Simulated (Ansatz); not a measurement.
# C5H9B: up Jacob's ladder to CCSD(T)

The task here is to estimate one member of a computed series from the others.

Computed with Ansatz 0.2.0, Gaussian basis. Level: functionals in def2-TZVPP, the program's frozen cores in correlated methods.

Plan: PBE-D4, r2SCAN-D4, PBE0-D4, B3LYP-D4, ωB97X-V, ωB97M-V, B2PLYP; CCSD(T)/def2-TZVPP; MP2/def2-QZVPP; extrapolation to the limit.

### The geometry

All runs share one geometry, relaxed beforehand with PBE0-D4 in a triple-zeta def2 set.

15 atoms, charge 0, spin multiplicity 1.

Atoms are counted from 1 here; the program's logs count them from 0.

Bond lengths: C1–C2 1.204 Å, C1–H7 1.064 Å, C2–C3 1.452 Å, C3–B4 1.581 Å, C3–H8 1.092 Å, C3–H9 1.093 Å, B4–C5 1.558 Å, B4–H10 1.199 Å, C5–C6 1.522 Å, C5–H11 1.103 Å, C5–H12 1.098 Å, C6–H13 1.093 Å, C6–H14 1.093 Å, C6–H15 1.093 Å. Angles: C2–C1–H7 177.6°, C1–C2–C3 173.0°, C2–C3–B4 96.1°, C2–C3–H8 110.4°, C2–C3–H9 110.3°, B4–C3–H8 114.6°, B4–C3–H9 114.9°, H8–C3–H9 109.8°, C3–B4–C5 123.4°, C3–B4–H10 117.4°, C5–B4–H10 119.2°, B4–C5–C6 118.7°, B4–C5–H11 104.6°, B4–C5–H12 108.1°, C6–C5–H11 110.5°, C6–C5–H12 110.9°, H11–C5–H12 102.8°, C5–C6–H13 111.6° and more.

The first run:

Input file in.yaml:

```yaml
crystal:
  periodic: [false, false, false]
  atoms:
    - {symbol: C, position_ang: [-2.037899, -0.391174, 1.745252]}
    - {symbol: C, position_ang: [-1.527517, -0.838924, 0.751429]}
    - {symbol: C, position_ang: [-0.757485, -1.326422, -0.378457]}
    - {symbol: B, position_ang: [0.657765, -0.917443, 0.194584]}
    - {symbol: C, position_ang: [1.330413, 0.459617, -0.084782]}
    - {symbol: C, position_ang: [0.563740, 1.495790, -0.894089]}
    - {symbol: H, position_ang: [-2.527964, -0.009399, 2.609262]}
    - {symbol: H, position_ang: [-0.903137, -2.401228, -0.503539]}
    - {symbol: H, position_ang: [-1.053033, -0.804935, -1.291988]}
    - {symbol: H, position_ang: [1.210671, -1.703705, 0.911956]}
    - {symbol: H, position_ang: [2.281841, 0.207801, -0.583170]}
    - {symbol: H, position_ang: [1.662278, 0.878456, 0.874287]}
    - {symbol: H, position_ang: [0.320797, 1.125532, -1.893678]}
    - {symbol: H, position_ang: [-0.378551, 1.757594, -0.406222]}
    - {symbol: H, position_ang: [1.136280, 2.417539, -1.021543]}
basis:
  gaussian: {orbitals: def2-TZVPP}
hamiltonian: {xc: pbe, dispersion: d4}
output: {forces: true, orbitals: {seedname: orbitals}}
```

Command:

```sh
ansatz run in.yaml --threads 4 --pin off --events-out ev --progress --plain --max-ram 10444MiB
```

Steps of the session up to this table: PBE-D4 (GGA); r2SCAN-D4 (meta-GGA); PBE0-D4 (hybrid); B3LYP-D4 (hybrid); ωB97X-V (range-separated); ωB97M-V (range-separated); B2PLYP (double hybrid); CCSD(T) in def2-TZVPP; MP2 in def2-QZVPP.

One of the session's tables, all rows but one given; the rest of the session is left out.

```
            method  atoms, summed (eV)  atomisation energy (kJ/mol)
            PBE-D4           -5934.435                       6313.5
         r2SCAN-D4           -5940.264                       6197.3
           PBE0-D4                   ?                            ?
          B3LYP-D4           -5945.163                       6183.5
           ωB97X-V           -5942.726                       6165.7
           ωB97M-V           -5941.023                       6188.5
            B2PLYP           -5939.106                       6125.7
     HF/def2-TZVPP           -5918.286                       4676.7
    MP2/def2-TZVPP           -5928.465                       6124.6
   CCSD/def2-TZVPP           -5931.807                       5936.8
CCSD(T)/def2-TZVPP           -5932.119                       6020.8
           MP2/CBS           -5930.171                       6254.6
       CCSD(T)/CBS           -5933.825                       6150.9
```

Estimate the missing values for PBE0-D4.

As computed: atoms, summed (eV): -5936.286; atomisation energy (kJ/mol): 6228.1. In the column «atoms, summed (eV)» it lies between B2PLYP (-5939.106) and PBE-D4 (-5934.435).

Caveats from the session: Free atoms (5 C, 1 B, 9 H) were run apart at each level; the atomisation energy is their sum less the molecule, without zero-point or spin-orbit terms.
